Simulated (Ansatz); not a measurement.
Task: a single point from an input written key by key of C2H7NSSi, SMILES CN(C)[Si]S, with Ansatz 0.2.0, Python API. Give the script and its output. Settings: Hartree-Fock, cc-pVDZ basis, multiplicity 1.

Input file `c2h7nssi.yaml`:
```yaml
crystal:
  periodic: [false, false, false]
  atoms:
    - { symbol: C, position_ang: [-0.9903, 0.0044, 0.8986] }
    - { symbol: "N", position_ang: [-0.3172, -0.6065, -0.2121] }
    - { symbol: C, position_ang: [1.0535, -0.7948, 0.1774] }
    - { symbol: Si, position_ang: [-0.6803, -0.3453, -1.8631] }
    - { symbol: S, position_ang: [-0.1253, 1.6213, -2.3744] }
    - { symbol: H, position_ang: [-0.8759, -0.4573, 1.8356] }
    - { symbol: H, position_ang: [-0.7013, 1.0958, 1.0132] }
    - { symbol: H, position_ang: [-2.0835, 0.0508, 0.7085] }
    - { symbol: H, position_ang: [1.1584, -1.2641, 1.2146] }
    - { symbol: H, position_ang: [1.6283, 0.1579, 0.2622] }
    - { symbol: H, position_ang: [1.6062, -1.4538, -0.4873] }
    - { symbol: H, position_ang: [0.4043, 1.9365, -1.1394] }
basis:
  gaussian: { orbitals: cc-pVDZ }
hamiltonian:
  xc: hf
```

The script, `run_deck.py`:
```python
"""C2H7NSSi through the session interface."""

import ansatz as az


def main() -> None:
    session = az.Session.from_deck("c2h7nssi.yaml")
    summary = session.plan(threads=1).execute().report

    print(f"E = {summary['free_energy_ev']:.6f} eV = {summary['free_energy_ev'] / 27.211386246:.7f} Ha")
    print("converged:", summary["converged"], " doubts:", summary["published_state_doubts"] or "none")
    symbols = ["C", "N", "C", "Si", "S", "H", "H", "H", "H", "H", "H", "H"]


if __name__ == "__main__":
    main()
```

`python run_deck.py` gives:
```text
E = -22332.495949 eV = -820.7040886 Ha
converged: True  doubts: none
```

Notes:
- Total energies depend on the basis set; only differences at equal settings carry meaning.
- The geometry is a force-field or estimated start, not a minimum of this method, and the basis set is short of its limit.
- Hardware and time: 1.8 s on 1 thread of Arm Neoverse V2 (shared host), peak memory 0.26 GiB.

(Lines on the test bed's own set-up are left out of the output.)
